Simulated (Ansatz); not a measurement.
# La2LuN3: the cost of one run

Computed with Ansatz 0.2.0 (DFT PBE, scalar-relativistic, plane waves, PAW, unless a step's input says otherwise).

## (1) The structure to begin with

The structure is tetragonal, space group P4/mmm (No. 123). The conventional cell has a = 4.490 Å, b = 4.490 Å, c = 5.972 Å, α = 90.00°, β = 90.00°, γ = 90.00°. La (site symmetry 4mm) is surrounded by 1 N at 1.72 Å. Lu (site symmetry 4/mmm) is surrounded by 2 N at 1.67 Å. N (site symmetry 4mm) is surrounded by 1 Lu at 1.67 Å. N (site symmetry 4/mmm) is surrounded by 2 La at 1.72 Å.

Structure file:

```
La Lu N
1.0
     4.49035    0.00000    0.00000
     0.00000    4.49035    0.00000
     0.00000    0.00000    5.97186
La Lu N
2 1 3
Direct
  0.50000 0.50000 0.28822
  0.50000 0.50000 0.71178
  0.00000 0.00000 0.00000
  0.00000 0.00000 0.72104
  0.00000 0.00000 0.27896
  0.50000 0.50000 0.00000
```

A structure generator made this guess: random cell by space group and Wyckoff sites (P4/mmm, No. 123). Lengths come from tabulated atomic sizes and are only a guess.

## (2) The guess as it stands, on a coarse mesh

Input file input.yaml:

```yaml
crystal:
  lattice:
    - [4.4903473, 0.0, 0.0]
    - [0.0, 4.4903473, 0.0]
    - [0.0, 0.0, 5.97186325]
  atoms:
    - { symbol: La, position: [0.5, 0.5, 0.28821929] }
    - { symbol: La, position: [0.5, 0.5, 0.71178071] }
    - { symbol: Lu, position: [0.0, 0.0, 0.0] }
    - { symbol: "N", position: [0.0, 0.0, 0.72103797] }
    - { symbol: "N", position: [0.0, 0.0, 0.27896203] }
    - { symbol: "N", position: [0.5, 0.5, 0.0] }
basis:
  ecutwfc: 420
kpoints:
  mp_grid: { grid: [4, 4, 4] }
hamiltonian:
  xc: pbe
scf:
  occupations: { method: gaussian, width: 0.1 }
  lower_state_search: "off"
output:
  forces: true
  stress: true
  eigenvalues: true
```

Launch:

```console
$ ansatz run input.yaml --threads 1 --pin off --max-ram 2560MiB --backend cpu --events-out ev --progress --plain --runs-dir out
```

**Question.** How long does this run take on 1 thread of Arm Neoverse N1, shared host, and how much memory does it need?

About 19 s, with a peak of 0.41 GiB.
